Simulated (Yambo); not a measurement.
# HfN (Fm-3m) in Yambo: notebook, part 2 of 2

Yambo 5.3.0. Earlier steps stand in the parts before.

### Step 5. Optical spectrum, PBEsol

Input file optics2.in:

```
optics
chi
tddft
Chimod= "ALDA"
% BndsRnXd
 1 | 34 |
%
NGsBlkXd= 1 Ry
% LongDrXd
 1 | 1 | 1 |
%
% QpntsRXd
 1 | 1 |
%
% EnRngeXd
 0 | 20 | eV
%
% DmRngeXd
 0.1 | 0.1 | eV
%
ETStpsXd= 150
FxcGRLc= 1 Ry
VXCRLvcs= 1 Ry
```

Input file scf.in:

```
&CONTROL
  calculation = 'scf'
  prefix = 'pwscf'
  outdir = './tmp'
  pseudo_dir = './pseudo'
/
&SYSTEM
  ibrav = 0
  nat = 2
  ntyp = 2
  ecutwfc = 84
  nbnd = 15
  occupations = 'smearing'
  smearing = 'fd'
  degauss = 0.00367493
  force_symmorphic = .true.
/
&ELECTRONS
  conv_thr = 4d-10
  electron_maxstep = 120
  mixing_beta = 0.5
/
ATOMIC_SPECIES
Hf   178.4900 Hf.upf
N     14.0070 N.upf
CELL_PARAMETERS bohr
   0.0000000000    4.2632221372    4.2632221372
   4.2632221372    0.0000000000    4.2632221372
   4.2632221372    4.2632221372    0.0000000000
ATOMIC_POSITIONS bohr
Hf     0.0000000000    0.0000000000    0.0000000000
N      4.2632221372    4.2632221372    4.2632221372
K_POINTS automatic
20 20 20 0 0 0
```

Input file nscf.in:

```
&CONTROL
  calculation = 'nscf'
  prefix = 'pwscf'
  outdir = './tmp'
  pseudo_dir = './pseudo'
/
&SYSTEM
  ibrav = 0
  nat = 2
  ntyp = 2
  ecutwfc = 84
  nbnd = 39
  occupations = 'smearing'
  smearing = 'fd'
  degauss = 0.00367493
  force_symmorphic = .true.
/
&ELECTRONS
  conv_thr = 1d-08
  diago_full_acc = .true.
  diago_thr_init = 1d-06
/
ATOMIC_SPECIES
Hf   178.4900 Hf.upf
N     14.0070 N.upf
CELL_PARAMETERS bohr
   0.0000000000    4.2632221372    4.2632221372
   4.2632221372    0.0000000000    4.2632221372
   4.2632221372    4.2632221372    0.0000000000
ATOMIC_POSITIONS bohr
Hf     0.0000000000    0.0000000000    0.0000000000
N      4.2632221372    4.2632221372    4.2632221372
K_POINTS automatic
20 20 20 0 0 0
```

Potentials or basis: PseudoDojo 0.4.1 SR PBEsol standard.

The run is started by

```sh
$ OMP_NUM_THREADS=1 pw.x -in scf.in > scf.out
$ OMP_NUM_THREADS=1 pw.x -in nscf.in > nscf.out
$ cd tmp/pwscf.save; p2y; mv SAVE ../..; cd ../..
$ OMP_NUM_THREADS=1 yambo
$ OMP_NUM_THREADS=1 yambo -F optics2.in -J optics2 -C optics2_out
```

Yambo's report:

```text
[... sections 02.01 to 02.04 as in the set-up run ...]

  [02.05] Energies & Occupations
  ==============================

  [X] === General ===
  [X] Electronic Temperature                        :  0.258606E-1   300.100    [eV K]
  [X] Bosonic    Temperature                        :  0.258606E-1   300.100    [eV K]
  [X] Finite Temperature mode                       : yes
  [X] El. density                                   :  0.74029E+24 [cm-3]
  [X] Fermi Level                                   :  18.69277 [eV]

  [X] === Gaps and Widths ===
  [X] Conduction Band Min                           :  18.69277 [eV]
  [X] Valence Band Max                              :  18.69277 [eV]
  [X] Filled Bands                                  :   8
  [X] Metallic Bands                                :   9  11
  [X] Empty Bands                                   :   12   39

  [X] === Metallic Characters ===
  [X] N of el / N of met el                         :  17.00000   1.10608
  [X] Average metallic occ.                         :  0.092173

  [WARNING] [X] Metallic system
[... 70 lines left out ...]

  [WF-Oscillators/G space/Transverse up loader] Normalization (few states)  min/max  :  0.65278E-17   1.0000

  [WR./optics2//ndb.dipoles]------------------------------------------------------
   Brillouin Zone Q/K grids (IBZ/BZ)                :    256   8000    256   8000
   RL vectors                                       :  2733 [WF]
   Fragmentation                                    : yes
   Electronic Temperature                           :  300.1000 [K]
   Bosonic    Temperature                           :  300.1000 [K]
   DIP band range                                   :    1   34
   DIP band range limits                            :  11   9
   DIP e/h energy range                             : -1.000000 -1.000000 [eV]
   RL vectors in the sum                            :  2733
   [r,Vnl] included                                 : yes
   Bands ordered                                    : yes
   Direct v evaluation                              : no
   Approach used                                    : G-space v
   Dipoles computed                                 : R V P [G-space]
   Wavefunctions                                    : Perdew, Burke & Ernzerhof SOL(X)+Perdew, Burke & Ernzerhof SOL(C)

  [WARNING] [r,Vnl^pseudo] included in position and velocity dipoles.

  [WARNING] In case H contains other non local terms, these are neglected

 [05] Optics
 ===========

 [xc] Functional : Perdew, Burke & Ernzerhof SOL(X)+Perdew, Burke & Ernzerhof SOL(C)
 [xc] LIBXC used to calculate xc functional
  PP Number of Atomic Species                      :  2
  NLCC RL compoments                               :  16145
 [X-CG] R(p) Tot o/o(of R):    46031  1770735      100

 [WARNING] The system is a metal but Drude term not included.
```

Run time: 3.8 min. Hardware: 1 thread of Intel Xeon Platinum 8488C (Sapphire Rapids), shared host; peak memory 1.5 GiB.

Results:

```
Band gap on the k mesh, mean-field level : none (metal or under the smearing width)
```

Dielectric function (along the field direction of the input):
```tsv
energy (eV)	real part	imaginary part
0.27	-43.14	72.34
0.94	-0.26	3.09
1.61	3.42	0.79
2.28	5.63	0.98
2.95	6.22	1.23
3.62	7.13	1.37
4.30	7.91	2.37
4.97	9.37	2.92
5.64	7.79	6.95
6.31	7.16	7.15
6.98	4.55	6.79
7.65	3.54	7.25
8.32	3.12	7.14
8.99	1.64	6.63
9.66	0.78	6.77
10.47	-0.08	6.25
11.14	-1.31	6.30
11.81	-2.32	4.87
12.48	-2.60	2.29
13.15	-1.20	1.61
13.83	-0.88	1.83
14.50	-0.72	1.48
15.17	-0.43	1.27
15.84	-0.12	1.52
16.51	-0.17	1.53
17.18	-0.27	1.34
17.85	0.10	0.99
18.52	0.41	1.00
19.19	0.60	1.63
20.00	0.01	1.21
```

Caveat: the LDA kernel is used on GGA states, which is inconsistent by a few percent; the intraband (Drude) term of the metal is left out; the ground state has no gap, which makes the many-body step unreliable; these spectra lack excitons.

### Step 6. Optical spectrum, PBEsol

Input file optics3.in:

```
optics
chi
Chimod= "IP"
% BndsRnXd
 1 | 34 |
%
% LongDrXd
 1 | 1 | 0 |
%
% QpntsRXd
 1 | 1 |
%
% EnRngeXd
 0 | 10 | eV
%
% DmRngeXd
 0.1 | 0.1 | eV
%
ETStpsXd= 300
```

scf.in is that of step 5.

nscf.in is that of step 5.

Potentials or basis: PseudoDojo 0.4.1 SR PBEsol standard.

The run is started by

```sh
$ OMP_NUM_THREADS=1 pw.x -in scf.in > scf.out
$ OMP_NUM_THREADS=1 pw.x -in nscf.in > nscf.out
$ cd tmp/pwscf.save; p2y; mv SAVE ../..; cd ../..
$ OMP_NUM_THREADS=1 yambo
$ OMP_NUM_THREADS=1 yambo -F optics3.in -J optics3 -C optics3_out
```

Yambo's report:

```text
[... sections 02.01 to 02.04 as in the set-up run ...]

  [02.05] Energies & Occupations
  ==============================

  [X] === General ===
  [X] Electronic Temperature                        :  0.258606E-1   300.100    [eV K]
  [X] Bosonic    Temperature                        :  0.258606E-1   300.100    [eV K]
  [X] Finite Temperature mode                       : yes
  [X] El. density                                   :  0.74029E+24 [cm-3]
  [X] Fermi Level                                   :  18.69277 [eV]

  [X] === Gaps and Widths ===
  [X] Conduction Band Min                           :  18.69277 [eV]
  [X] Valence Band Max                              :  18.69277 [eV]
  [X] Filled Bands                                  :   8
  [X] Metallic Bands                                :   9  11
  [X] Empty Bands                                   :   12   39

  [X] === Metallic Characters ===
  [X] N of el / N of met el                         :  17.00000   1.10608
  [X] Average metallic occ.                         :  0.092173

  [WARNING] [X] Metallic system

 [03] Transferred momenta grid and indexing
 ==========================================

 IBZ Q-points                                      :  256
 BZ  Q-points                                      :   8000

 K/Q-points units:
 rlu = crystal or reduced units; cc = cartesian coordinates; iku = interal k-units

 Q [  1]        [rlu]:  0.000000  0.000000  0.000000
 Q [  2]        [rlu]: -0.10179E-17 -0.10179E-17  0.50000E-01
 Q [  3]        [rlu]: -0.20358E-17 -0.20358E-17  0.10000
 Q [  4]        [rlu]: -0.32972E-18 -0.32972E-18  0.15000
 Q [  5]        [rlu]:  0.88315E-18  0.88315E-18  0.20000
 Q [  6]        [rlu]:  0.11019E-16  0.11019E-16  0.25000
[... 42 lines left out ...]
 Q [ 49]        [rlu]:  0.44357E-17  0.15000      0.20000
 Q [ 50]        [rlu]:  0.93646E-17  0.15000      0.25000

 Remaining 206 points informations can be written running with -fatlog

 [WARNING] [Xd] User bands 1-34 break level degeneracy

 [04] Dipoles
 ============

  [04.01] Setup: observables and procedures
  =========================================

  [WF-Oscillators/G space/Transverse up loader] Normalization (few states)  min/max  :  0.65278E-17   1.0000

  [WR./optics3//ndb.dipoles]------------------------------------------------------
   Brillouin Zone Q/K grids (IBZ/BZ)                :    256   8000    256   8000
   RL vectors                                       :  2733 [WF]
   Fragmentation                                    : yes
   Electronic Temperature                           :  300.1000 [K]
   Bosonic    Temperature                           :  300.1000 [K]
   DIP band range                                   :    1   34
   DIP band range limits                            :  11   9
   DIP e/h energy range                             : -1.000000 -1.000000 [eV]
   RL vectors in the sum                            :  2733
   [r,Vnl] included                                 : yes
   Bands ordered                                    : yes
   Direct v evaluation                              : no
   Approach used                                    : G-space v
   Dipoles computed                                 : R V P [G-space]
   Wavefunctions                                    : Perdew, Burke & Ernzerhof SOL(X)+Perdew, Burke & Ernzerhof SOL(C)

  [WARNING] [r,Vnl^pseudo] included in position and velocity dipoles.

  [WARNING] In case H contains other non local terms, these are neglected

 [05] Optics
 ===========

 [X-CG] R(p) Tot o/o(of R):    46031  1770735      100

 [WARNING] The system is a metal but Drude term not included.
```

Run time: 3.6 min. Hardware: 1 thread of Intel Xeon Platinum 8488C (Sapphire Rapids), shared host; peak memory 0.46 GiB.

What came out:

```
Band gap on the k mesh, mean-field level : none (metal or under the smearing width)
```

Dielectric function (along the field direction of the input):
```
energy (eV)  real part  imaginary part
       0.27     -43.11           72.87
       0.77      -3.56            3.78
       1.27       2.48            2.20
       1.77       4.29            0.55
       2.31       5.64            0.97
       2.81       6.33            1.10
       3.31       6.87            0.77
       3.85       7.27            1.37
       4.35       7.74            2.45
       4.85       8.84            2.72
       5.38       8.89            6.07
       5.89       7.50            6.24
       6.39       6.44            7.77
       6.92       4.57            7.00
       7.42       3.47            8.28
       7.93       3.04            6.77
       8.46       2.52            7.52
       8.96       1.56            6.60
       9.46       1.22            6.72
      10.00       0.91            6.48
```

Caveat: the intraband (Drude) term of the metal is left out; the ground state has no gap, which makes the many-body step unreliable; independent-particle spectra lack excitons.

### Step 7. Overview

| k mesh | k mesh of the self-consistent run | direction of the field or of q to 0 | kernel | top of the energy range | energy points | gap on the mesh (eV) |
| --- | --- | --- | --- | --- | --- | --- |
| 16 × 16 × 16 | 16 × 16 × 16 | x + y + z | Hartree (RPA with local fields) | 15 eV | 200 | none |
| 20 × 20 × 20 | 20 × 20 × 20 | x + y + z | none (independent particles) | 10 eV | 300 | none |
| 20 × 20 × 20 | 20 × 20 × 20 | x + y + z | Hartree (RPA with local fields) | 30 eV | 150 | none |
| 20 × 20 × 20 | 20 × 20 × 20 | x + y + z | adiabatic LDA | 20 eV | 150 | none |
| 20 × 20 × 20 | 20 × 20 × 20 | x + y | none (independent particles) | 10 eV | 300 | none |

Alike in all rows: task optical spectrum; level PBEsol; potentials or basis PseudoDojo 0.4.1 SR PBEsol standard; no spin polarisation; cell as given; cutoff (eV) 1143; smearing fermi-dirac 0.05 eV.

Every run on the cell as given and a fine mesh finds a metal.

Caveats: the intraband (Drude) term of the metal is left out; the ground state has no gap, which makes the many-body step unreliable; these spectra lack excitons (some runs); independent-particle spectra lack excitons (some runs); the LDA kernel is used on GGA states, which is inconsistent by a few percent (some runs).

Total energies depend on the potentials used, so only differences within one code and one set of settings carry meaning.
